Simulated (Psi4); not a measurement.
# CCSD(T)/6-31G(d) (spherical functions) run of GaSiH4OF (SMILES [F][GaH][O][SiH3])

Aim: the energy change on altering one bond length of GaSiH4OF at CCSD(T)/6-31G* (spherical functions), from 2 runs. 

The calculation is run with Psi4 1.11.

6 further runs of the same task are left out: 6 that didn't finish.

## Step 1: The molecule

The species is GaSiH4OF (8 atoms), meant as a singlet with charge 0. As SMILES, `[F][GaH][O][SiH3]`. Geometry: relaxed at PBE0-D4/def2-TZVP. This is one conformer, not always the lowest.

Bond lengths: F1–Ga2 1.751 Å, Ga2–O3 1.763 Å, O3–Si4 1.639 Å, Ga2–H5 1.537 Å, Si4–H6 1.485 Å, Si4–H7 1.487 Å, Si4–H8 1.487 Å. Angles: F1–Ga2–O3 113.0°, Ga2–O3–Si4 138.2°, F1–Ga2–H5 121.9°, O3–Ga2–H5 125.1°, O3–Si4–H6 108.0°, O3–Si4–H7 111.0°, O3–Si4–H8 111.0°, H6–Si4–H7 109.1°, H6–Si4–H8 109.1°, H7–Si4–H8 108.7°.

## Step 2: A single-point energy at CCSD(T)/6-31G(d) (spherical functions)

fgah4osi.xyz

```xyz
8
FGaH4OSi
F      0.857100     1.472000     1.846200
Ga     1.323900     1.220200     0.177500
O      0.322200     0.024800    -0.644000
Si    -0.952800    -0.945800    -0.299100
H      2.493100     1.984200    -0.463100
H     -1.287500    -1.717200    -1.523200
H     -0.618600    -1.894300     0.796900
H     -2.137300    -0.143800     0.108800
```

calc.py

```python
import psi4

psi4.set_memory('2200 MB')
psi4.set_num_threads(1)
psi4.core.set_output_file('psi4.out', False)

with open('fgah4osi.xyz') as f:
    atoms = ''.join(f.readlines()[2:])
geom = psi4.geometry('0 1\n' + atoms + 'symmetry c1')

psi4.set_options({
    'basis': '6-31G*',
    'puream': True,
    'e_convergence': 1e-09,
    'd_convergence': 1e-08,
    'scf_type': 'pk',
    'num_frozen_docc': 16,
})

energy_value = psi4.energy("ccsd(t)", molecule=geom)
print(f'ccsd(t) energy: {energy_value:.10f} Eh')
```

Launch:

```bash
$ python calc.py
```

psi4.out:

```text
[...]
  Running in c1 symmetry.
[...]
  Nuclear repulsion =  350.543607574192208
[...]
  Multiplicity = 1
[...]
  Nalpha       = 33
  Nbeta        = 33
[...]
    Number of basis functions: 86
[...]
   @RHF iter   1: -2387.29208474083680   -3.65620e+00   2.94378e-02 DIIS/ADIIS
[...]
   @RHF iter  12: -2388.61094490056803    9.09495e-13   2.94285e-09 DIIS
[...]
    Orbital Energies [Eh]
    ---------------------
    Doubly Occupied:
       1A   -378.876723     2A    -68.781605     3A    -48.251914
       4A    -42.584855     5A    -42.580686     6A    -42.580342
       7A    -26.241610     8A    -20.555827     9A     -6.467629
      10A     -6.138853    11A     -4.564305    12A     -4.557757
      13A     -4.557125    14A     -4.245420    15A     -4.244431
      16A     -4.244421    17A     -1.519141    18A     -1.328999
      19A     -1.252162    20A     -1.249075    21A     -1.248750
      22A     -1.245010    23A     -1.223091    24A     -0.734043
      25A     -0.657492    26A     -0.607918    27A     -0.597704
      28A     -0.588212    29A     -0.547950    30A     -0.545944
      31A     -0.504624    32A     -0.452378    33A     -0.450935
[...]
  @RHF Final Energy: -2388.61094490056803
   => Energetics <=
    Nuclear Repulsion Energy =            350.5436075741922082
    One-Electron Energy =               -4029.8552428105808758
    Two-Electron Energy =                1290.7006903358203544
    Total Energy =                      -2388.6109449005680290
[...]
 Multipole Moments:
 ------------------------------------------------------------------------------------
     Multipole            Electronic (a.u.)      Nuclear  (a.u.)        Total (a.u.)
 ------------------------------------------------------------------------------------
 L = 1.  Multiply by 2.5417464519 to convert [e a0] to [Debye]
 Dipole X            :          9.1030759           -8.6385001            0.4645758
 Dipole Y            :          8.9615665           -8.7550531            0.2065134
 Dipole Z            :          2.6708154           -3.1736654           -0.5028500
 Magnitude           :                                                    0.7150780
[...]
      * MP2 total energy                      = -2389.278025622323185
[...]
      * CCSD total energy                     = -2389.284382372491564
[...]
      * CCSD(T) total energy                  = -2389.298386612248578
```

On the terminal:

```text
ccsd(t) energy: -2389.2983866122 Eh
```

Wall time 25 s (1 thread of Intel Xeon 6975P-C (Granite Rapids), shared host); peak memory 0.48 GiB.

## Step 3: The distorted shape

run_ase.py

```python
import numpy as np
from ase.calculators.psi4 import Psi4
from ase import Atoms

a = Atoms(['F', 'Ga', 'O', 'Si', 'H', 'H', 'H', 'H'], positions=[
    [1.048378, 1.617611, 1.794457],
    [1.515178, 1.365811, 0.125757],
    [0.513478, 0.170411, -0.695743],
    [-0.952800, -0.945800, -0.299100],
    [2.684378, 2.129811, -0.514843],
    [-1.287500, -1.717200, -1.523200],
    [-0.618600, -1.894300, 0.796900],
    [-2.137300, -0.143800, 0.108800],
])
calc = Psi4(atoms=a, method='ccsd(t)', basis='6-31G*', memory='2200MB', num_threads=1, charge=0, multiplicity=1, label='psi4-calc', reference='rhf')
calc.psi4.set_options({'puream': True, 'e_convergence': 1e-09, 'd_convergence': 1e-08, 'scf_type': 'pk', 'num_frozen_docc': 16})
a.calc = calc

print(f'energy: {a.get_potential_energy():.6f} eV')
```

Launch:

```bash
$ python run_ase.py
```

psi4-calc.dat:

```text
[...]
  Running in c1 symmetry.
[...]
  Nuclear repulsion =  338.897794062359822
[...]
  Multiplicity = 1
[...]
  Nalpha       = 33
  Nbeta        = 33
[...]
    Number of basis functions: 86
[...]
   @RHF iter   1: -2387.24418741367026   -3.88696e+00   2.95011e-02 DIIS/ADIIS
[...]
   @RHF iter  12: -2388.58457147864237   -2.27374e-11   6.28799e-09 DIIS
[...]
    Orbital Energies [Eh]
    ---------------------
    Doubly Occupied:
       1A   -378.858877     2A    -68.813979     3A    -48.234181
       4A    -42.567101     5A    -42.562985     6A    -42.562551
       7A    -26.229431     8A    -20.545803     9A     -6.449857
      10A     -6.166467    11A     -4.546540    12A     -4.540004
      13A     -4.539269    14A     -4.272406    15A     -4.272382
      16A     -4.271847    17A     -1.507602    18A     -1.286276
      19A     -1.234495    20A     -1.231296    21A     -1.230913
      22A     -1.227064    23A     -1.188857    24A     -0.726950
      25A     -0.647753    26A     -0.594098    27A     -0.586228
      28A     -0.562724    29A     -0.518651    30A     -0.518075
      31A     -0.485876    32A     -0.460160    33A     -0.456844
[...]
  @RHF Final Energy: -2388.58457147864237
   => Energetics <=
    Nuclear Repulsion Energy =            338.8977940623598215
    One-Electron Energy =               -4007.1696425111240387
    Two-Electron Energy =                1279.6872769701219568
    Total Energy =                      -2388.5845714786419194
[...]
 Multipole Moments:
 ------------------------------------------------------------------------------------
     Multipole            Electronic (a.u.)      Nuclear  (a.u.)        Total (a.u.)
 ------------------------------------------------------------------------------------
 L = 1.  Multiply by 2.5417464519 to convert [e a0] to [Debye]
 Dipole X            :          9.3525222           -9.3424931            0.0100291
 Dipole Y            :          9.1217315           -9.2909701           -0.1692386
 Dipole Z            :          2.5282535           -2.9832268           -0.4549733
 Magnitude           :                                                    0.4855337
[...]
      * MP2 total energy                      = -2389.259566706172791
[...]
      * CCSD total energy                     = -2389.265082545053701
[...]
      * CCSD(T) total energy                  = -2389.280076747253588
```

On the terminal:

```text
energy: -65015.622489 eV
```

Run time: 24 s. Hardware: 1 thread of Intel Xeon 6975P-C (Granite Rapids), shared host; peak memory 0.5 GiB.

## Step 4: Summary of results

Level: CCSD(T)/6-31G* (spherical functions), 16 core orbitals frozen.

```
                                                          quantity           value
                                         first shape: total energy  -2389.29839 Eh
                  first shape: HOMO energy (Hartree–Fock orbitals)       -12.27 eV
                  first shape: LUMO energy (Hartree–Fock orbitals)         1.53 eV
                first shape: HOMO–LUMO gap (Hartree–Fock orbitals)        13.80 eV
         first shape: correlation energy (16 core orbitals frozen)      -687.4 mEh
                                       first shape: (T) correction      -14.00 mEh
                                        first shape: T1 diagnostic           0.015
                                     distorted shape: total energy  -2389.28008 Eh
              distorted shape: HOMO energy (Hartree–Fock orbitals)       -12.43 eV
              distorted shape: LUMO energy (Hartree–Fock orbitals)         1.85 eV
            distorted shape: HOMO–LUMO gap (Hartree–Fock orbitals)        14.28 eV
     distorted shape: correlation energy (16 core orbitals frozen)      -695.5 mEh
                                   distorted shape: (T) correction      -14.99 mEh
                                    distorted shape: T1 diagnostic           0.016
energy change with the O3–Si4 bond stretched from 1.639 to 1.885 Å        0.498 eV
```

**Reading.** With the O3–Si4 bond stretched from 1.639 to 1.885 Å the energy rises by 0.50 eV (48.1 kJ/mol). The first shape isn't relaxed at this level, so the change isn't measured from a minimum. The triples (first shape) make up 2.0 % of the correlation energy. The triples (distorted shape) make up 2.2 % of the correlation energy.
